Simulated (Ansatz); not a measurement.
# FGeHS: vertical energies of changing the electron count from a Python script

What does it cost to change the electron count of FGeHS? A script is to give vertical energies of changing the electron count; the system is FGeHS.

Program: Ansatz 0.2.0, driven from Python. Level of theory: PBE0/def2-SVPD. These are calculated values, not measurements.

## 1. Starting point

Bond lengths: F1–Ge2 1.693 Å, Ge2–S3 2.220 Å, S3–H4 1.501 Å. Angles: F1–Ge2–S3 109.0°, Ge2–S3–H4 92.6°.

The script holds or builds the structure itself.

## 2. The script

The input, ip.py:

```python
"""Vertical ionisation energy and electron affinity of FGeHS."""

import logging
import sys

import ansatz as az

logging.basicConfig(stream=sys.stdout, format="%(name)s: %(message)s")
log = logging.getLogger("run")
log.setLevel(logging.INFO)


def total_energy(molecule, charge=0, unpaired=0):
    calc = (
        molecule.calculation()
        .basis(gaussian="def2-SVPD")
        .functional("pbe0")
    )
    if charge:
        calc = calc.charge(charge)
    if unpaired:
        calc = calc.spin("collinear", total=unpaired)
    return calc.run(threads=1, pin="off").report["free_energy_ev"]

geometry_ang = [
    ("F", (-1.9974, 0.478, 0.7464)),
    ("Ge", (-0.3884, -0.0247, 0.8991)),
    ("S", (0.5598, -0.0311, -1.1083)),
    ("H", (1.8816, -0.4825, -0.5574)),
]
fgehs = az.Crystal.molecule()
for symbol, xyz in geometry_ang:
    fgehs = fgehs.atom(symbol, xyz)

# total-energy differences at one geometry
parent = total_energy(fgehs, 0, 0)
cation = total_energy(fgehs, 1, 1)
log.info(f"E(N)   = {parent:.5f} eV")
log.info(f"E(N-1) = {cation:.5f} eV  (1 unpaired)")
log.info(f"vertical ionisation energy {cation - parent:.3f} eV")
anion = total_energy(fgehs, -1, 1)
log.info(f"E(N+1) = {anion:.5f} eV  (1 unpaired)")
log.info(f"vertical electron affinity {parent - anion:.3f} eV" + ("" if anion < parent else " (unbound in this basis)"))
log.info(f"fundamental gap IP - EA = {cation + anion - 2 * parent:.3f} eV")
```

## 3. The run

Launch:

```bash
> python ip.py
```

Log:

```text
run: E(N)   = -70062.24322 eV
run: E(N-1) = -70052.69031 eV  (1 unpaired)
run: vertical ionisation energy 9.553 eV
run: E(N+1) = -70062.67625 eV  (1 unpaired)
run: vertical electron affinity 0.433 eV
run: fundamental gap IP - EA = 9.120 eV
```

Run time: 14 s. Hardware: 1 thread of Arm Neoverse V2, shared host; peak memory 0.32 GiB.

Lines on the test bed's own set-up are left out of the output.

## 4. The engine's runs

The 3 runs, in the order started:

| run | system | unpaired or total moment | energy (eV) | <S²> | SCF cycles | CPU time (s) |
| --- | --- | --- | --- | --- | --- | --- |
| 1 | FGeHS | not set | -70062.2432 | 0.00 | 17 | 2.3 |
| 2 | FGeHS, charge +1 | 1 | -70052.6903 | 0.76 | 29 | 5.8 |
| 3 | FGeHS, charge -1 | 1 | -70062.6763 | 0.76 | 22 | 4.9 |

Totals carry meaning only in balanced differences at one level of theory.

## 5. Outcome

| quantity | value |
| --- | --- |
| vertical ionisation energy | 9.553 eV |
| vertical electron affinity | 0.433 eV |
| runs compared | 3 |

**Reading.** The ionisation energy is a difference of two total energies at the neutral geometry. The anion lies below the neutral molecule at this geometry. At this unrelaxed geometry removing an electron costs 9.55 eV and adding one releases 0.43 eV. The geometry is a force-field or estimated start, not a minimum of this method, and the basis set is short of its limit. All parts are taken at fixed geometry, without zero-point energy. At an unrelaxed start these energies can be a whole eV from those at the minimum, and a small affinity can change sign.
